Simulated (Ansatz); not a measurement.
**BrFH3NOSi: small, medium and large basis sets**

How large a basis does BrFH3NOSi need? Two functionals are run in growing sets.

Method: one geometry, several basis sets; program: Ansatz 0.2.0, Gaussian basis.

Plan: PBE0-D4/def2-SVP; ωB97M-V/def2-SVP; PBE0-D4/def2-QZVPP; ωB97M-V/def2-QZVPP; the functionals' def2-TZVPP values are taken from earlier runs.

## 1. The relaxed structure

All runs share one geometry, relaxed beforehand with PBE0-D4 in a triple-zeta def2 set.

SMILES `N[Si](O)(F)Br`, 8 atoms, charge 0, spin multiplicity 1.

Atoms are counted from 1 here; the program's logs count them from 0.

Bond lengths: N1–Si2 1.691 Å, N1–H6 1.007 Å, N1–H7 1.008 Å, Si2–O3 1.621 Å, Si2–F4 1.587 Å, Si2–Br5 2.203 Å, O3–H8 0.960 Å. Angles: Si2–N1–H6 119.8°, Si2–N1–H7 119.2°, H6–N1–H7 111.3°, N1–Si2–O3 111.5°, N1–Si2–F4 105.4°, N1–Si2–Br5 116.4°, O3–Si2–F4 112.4°, O3–Si2–Br5 104.7°, F4–Si2–Br5 106.5°, Si2–O3–H8 116.3°.

## 2. PBE0-D4 in def2-SVP

in.yaml reads:

```yaml
crystal:
  periodic: [false, false, false]
  atoms:
    - {symbol: N, position_ang: [-1.136136, 0.014838, 0.411751]}
    - {symbol: Si, position_ang: [0.361375, 0.118327, -0.367318]}
    - {symbol: O, position_ang: [1.477856, -0.801264, 0.365235]}
    - {symbol: F, position_ang: [0.091193, -0.334463, -1.863717]}
    - {symbol: Br, position_ang: [1.271588, 2.121401, -0.475509]}
    - {symbol: H, position_ang: [-1.213490, 0.265234, 1.384538]}
    - {symbol: H, position_ang: [-1.972677, 0.256037, -0.095934]}
    - {symbol: H, position_ang: [1.212592, -1.697309, 0.585155]}
basis:
  gaussian: {orbitals: def2-SVP}
hamiltonian: {xc: pbe0, dispersion: d4}
output: {orbitals: {seedname: orbitals}}
```

Run with:

```sh
$ ansatz run in.yaml --threads 4 --pin off --events-out ev --progress --plain --max-ram 10444MiB
```

The runs that follow: ωB97M-V in def2-SVP; PBE0-D4 in def2-QZVPP; ωB97M-V in def2-QZVPP.

**Question.** What will the summary of the whole plan be? Wanted: PBE0-D4: double and triple zeta above quadruple; ωB97M-V: double and triple zeta above quadruple.

The runs gave:

| quantity | value |
| --- | --- |
| PBE0-D4: double and triple zeta above quadruple | 21.71, 2.09 eV |
| ωB97M-V: double and triple zeta above quadruple | 21.73, 1.99 eV |

**Reading.** For PBE0-D4 the step from double to triple zeta gains 19.62 eV and the next only 2.09 eV. These are total energies; as a rule much of such shifts cancels in differences, which this series doesn't test. The LUMO of ωB97M-V is positive and keeps falling with the basis (2.58 to 1.26 eV): an unbound level that the basis holds in place.
